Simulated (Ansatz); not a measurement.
Geometry optimisation, DFT PBE, scalar-relativistic, plane waves, PAW (Ansatz).

Input file:

```yaml
crystal:
  lattice:
    - [8.1, 0.0, 0.0]
    - [0.0, 8.1, 0.0]
    - [0.0, 0.0, 8.1]
  atoms:
    - { symbol: Al, position: [0.5, 0.0, 0.0] }
    - { symbol: Al, position: [0.75, 0.25, 0.0] }
    - { symbol: Al, position: [0.75, 0.0, 0.25] }
    - { symbol: Al, position: [0.0, 0.0, 0.0] }
    - { symbol: Al, position: [0.25, 0.25, 0.0] }
    - { symbol: Al, position: [0.5, 0.5, 0.0] }
    - { symbol: Al, position: [0.75, 0.75, 0.0] }
    - { symbol: Al, position: [0.25, 0.0, 0.25] }
    - { symbol: Al, position: [0.5, 0.25, 0.25] }
    - { symbol: Al, position: [0.75, 0.5, 0.25] }
    - { symbol: Al, position: [0.5, 0.0, 0.5] }
    - { symbol: Al, position: [0.75, 0.25, 0.5] }
    - { symbol: Al, position: [0.75, 0.0, 0.75] }
    - { symbol: Al, position: [0.0, 0.5, 0.0] }
    - { symbol: Al, position: [0.25, 0.75, 0.0] }
    - { symbol: Al, position: [0.0, 0.25, 0.25] }
    - { symbol: Al, position: [0.25, 0.5, 0.25] }
    - { symbol: Al, position: [0.5, 0.75, 0.25] }
    - { symbol: Al, position: [0.0, 0.0, 0.5] }
    - { symbol: Al, position: [0.25, 0.25, 0.5] }
    - { symbol: Al, position: [0.5, 0.5, 0.5] }
    - { symbol: Al, position: [0.75, 0.75, 0.5] }
    - { symbol: Al, position: [0.25, 0.0, 0.75] }
    - { symbol: Al, position: [0.5, 0.25, 0.75] }
    - { symbol: Al, position: [0.75, 0.5, 0.75] }
    - { symbol: Al, position: [0.0, 0.75, 0.25] }
    - { symbol: Al, position: [0.0, 0.5, 0.5] }
    - { symbol: Al, position: [0.25, 0.75, 0.5] }
    - { symbol: Al, position: [0.0, 0.25, 0.75] }
    - { symbol: Al, position: [0.25, 0.5, 0.75] }
    - { symbol: Al, position: [0.5, 0.75, 0.75] }
    - { symbol: Al, position: [0.0, 0.75, 0.75] }
    - { symbol: "N", position: [-0.0040804, 0.7510709, 0.4970966] }
basis:
  ecutwfc: 420.0
kpoints:
  mp_grid: { grid: [3, 3, 3] }
hamiltonian:
  xc: pbe
scf:
  occupations: { method: gaussian, width: 0.1 }
  lower_state_search: "off"
relax:
  f_tol: 0.03
  max_steps: 60
  adjacent_minimum: "off"
```

Launched with:

```bash
$ ansatz run input.yaml --threads 4 --pin off --max-ram 10240MiB --backend cpu --events-out ev --progress --plain --runs-dir out
```

**Question.** Where does it end, and by what steps?

**Answer.** The forces met the threshold. Limits of this set-up: odd electron count without spin, a small cell, in which the defect meets its images, a typed lattice constant that wasn't relaxed here. After 3 steps the energy has fallen by 0.085 eV; Al22 moved furthest, 0.05 Å.

```
step  energy less start (eV)  largest force component (eV/Å)  accepted
   0                  0.0000                           0.643       yes
   1                 -0.0641                           0.357       yes
   2                 -0.0838                           0.059       yes
   3                 -0.0853                           0.003       yes
```

```xyz
33
Lattice="8.1000 0.0000 0.0000 0.0000 8.1000 0.0000 0.0000 0.0000 8.1000" Properties=species:S:1:pos:R:3
Al 4.049 -0.003 -0.001
Al 6.077 2.025 -0.001
Al 6.065 0.010 2.015
Al -0.001 0.017 -0.001
Al 2.021 2.025 -0.001
Al 4.049 4.053 -0.001
Al 6.057 6.075 -0.001
Al 2.034 0.009 2.015
Al 4.049 2.025 2.028
Al 6.065 4.041 2.015
Al 4.049 0.017 4.050
Al 6.057 2.025 4.050
Al 6.065 0.010 6.084
Al -0.001 4.033 -0.001
Al 2.041 6.075 -0.001
Al -0.001 2.025 2.008
Al 2.033 4.041 2.016
Al 4.049 6.075 2.008
Al -0.001 0.045 4.049
Al 2.041 2.025 4.050
Al 4.049 4.033 4.050
Al 6.028 6.075 4.049
Al 2.033 0.009 6.083
Al 4.049 2.025 6.071
Al 6.065 4.041 6.084
Al -0.001 6.075 1.979
Al -0.001 4.005 4.049
Al 2.068 6.075 4.049
Al -0.001 2.025 6.091
Al 2.033 4.042 6.083
Al 4.049 6.075 6.091
Al -0.001 6.075 6.119
N -0.003 6.076 4.048
```

Whether the end is a true minimum wasn't checked by a vibrational analysis.

Time of the run: 32 s on 4 threads of Intel(R) Xeon(R) Platinum 8488C (Sapphire Rapids), with other jobs on the host, peak memory 1.5 GiB.
